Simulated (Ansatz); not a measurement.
CH5ClO2Si, SMILES OC(O)[SiH2]Cl, vertical spin-state energies

With the Python package of Ansatz (0.2.0).

Run as a notebook:

**Cell 1**
```python
import ansatz
from ase import Atoms
```

**Cell 2**
```python
atoms = Atoms(["O", "C", "O", "Si", "Cl", "H", "H", "H", "H", "H"], positions=[
    [-0.1633, -1.1119, 1.3241],
    [0.43, -0.3897, 0.2345],
    [0.7941, -1.4204, -0.6785],
    [-0.4227, 1.106, -0.5573],
    [-0.8741, 2.5046, 0.8671],
    [-1.0952, -1.3012, 0.9884],
    [1.3828, 0.0425, 0.6487],
    [1.5365, -1.9163, -0.1855],
    [-1.815, 0.679, -1.0434],
    [0.3101, 1.7563, -1.595],
])
ch5clo2si = ansatz.Crystal.molecule_from_ase(atoms)
```

**Cell 3**
```python
model = (
    ch5clo2si.calculation()
    .basis(gaussian="6-31G")
    .functional("PBE")
    .accuracy("high")
)
found = {}
for unpaired in [0, 2]:
    summary = model.spin("collinear", total=unpaired).run(threads=1).report
    s = unpaired / 2
    found[unpaired] = summary["free_energy_ev"]
    print(f"2S+1 = {unpaired + 1}: E = {found[unpaired]:.5f} eV, <S^2> = {abs(summary['mean_field']['state']['spin_squared']):.3f} (pure state {s * (s + 1):.2f})")
lowest = min(found, key=found.get)
for unpaired, e in found.items():
    print(f"multiplicity {unpaired + 1}: {23.060548 * (e - found[lowest]):.1f} kcal/mol above the lowest")
```
Output:
```text
2S+1 = 1: E = -25593.66365 eV, <S^2> = 0.000 (pure state 0.00)
2S+1 = 3: E = -25587.92156 eV, <S^2> = 2.001 (pure state 2.00)
multiplicity 1: 0.0 kcal/mol above the lowest
multiplicity 3: 132.4 kcal/mol above the lowest
```

In order: multiplicity 1 (+0.00 eV) and multiplicity 3 (+5.74 eV), all at the one geometry.

Notes:
- These settings explore the input space; basis and method may be short of convergence.
- The geometry is a force-field or estimated start, not a minimum of this method, and the basis set is short of its limit. All parts are taken at fixed geometry, without zero-point energy.
- Wall time of the script: 36 s on 1 thread of Arm Neoverse V2, with other jobs on the host, peak memory 0.33 GiB.
